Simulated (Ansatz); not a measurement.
# HBr+ (doublet): geometry and frequencies at several levels

The task here is to estimate one member of a computed series from the others.

Program: Ansatz 0.2.0. Level of theory: the levels named in each step. These are calculated values, not measurements.

### Starting point

Bond lengths: Br1–H2 1.450 Å.

Coordinates:

```xyz
2

Br    0.0000    0.0000    0.0000
H     0.0000    0.0000    1.4501
```

The first run:

The input, input.yaml:

```yaml
crystal:
  periodic: [false, false, false]
  atoms:
    - { symbol: Br, position_ang: [0.0, 0.0, -0.0108152] }
    - { symbol: H, position_ang: [0.0, 0.0, 1.4608652] }
magnetization:
  spin_polarized: true
  initial_magnetization: 1
total_charge: 1
basis:
  gaussian: { orbitals: STO-3G }
hamiltonian:
  xc: hf
relax:
  f_tol: 0.002
  max_steps: 150
```

On the command line:

```sh
$ ansatz run input.yaml --threads 1 --pin off --max-ram 2560MiB --backend cpu --events-out ev --progress --plain --runs-dir out
```

Steps of the session up to this table: Relaxation, HF/STO-3G; Frequencies, HF/STO-3G; Relaxation, HF/def2-SVP; Frequencies, HF/def2-SVP; Relaxation, LDA/def2-SVP; Frequencies, LDA/def2-SVP; Relaxation, PBE-D4/def2-SVP; Frequencies, PBE-D4/def2-SVP; Relaxation, MP2/def2-TZVPP; Frequencies, MP2/def2-TZVPP.

One of the session's tables, all rows but one given; the rest of the session is left out.

It belongs to the step «Geometries side by side». 

```
             level  Br1–H2 (Å)  rotational constants (MHz)  highest frequency (cm⁻¹)
         HF/STO-3G      1.4705                      234860                      2815
       HF/def2-SVP      1.4371                      245900                      2622
      LDA/def2-SVP      1.4754                      233290                      2354
   PBE-D4/def2-SVP      1.4718                      234460                      2379
PBE0-D4/def2-TZVPP      1.4547                      240010                         -
    MP2/def2-TZVPP           ?                           ?                         ?
```

**Question.** Estimate the row for MP2/def2-TZVPP.

The run gave: Br1–H2 (Å): 1.4406; rotational constants (MHz): 244700; highest frequency (cm⁻¹): 2528. In the column «Br1–H2 (Å)» it lies between HF/def2-SVP (1.4371) and PBE0-D4/def2-TZVPP (1.4547).
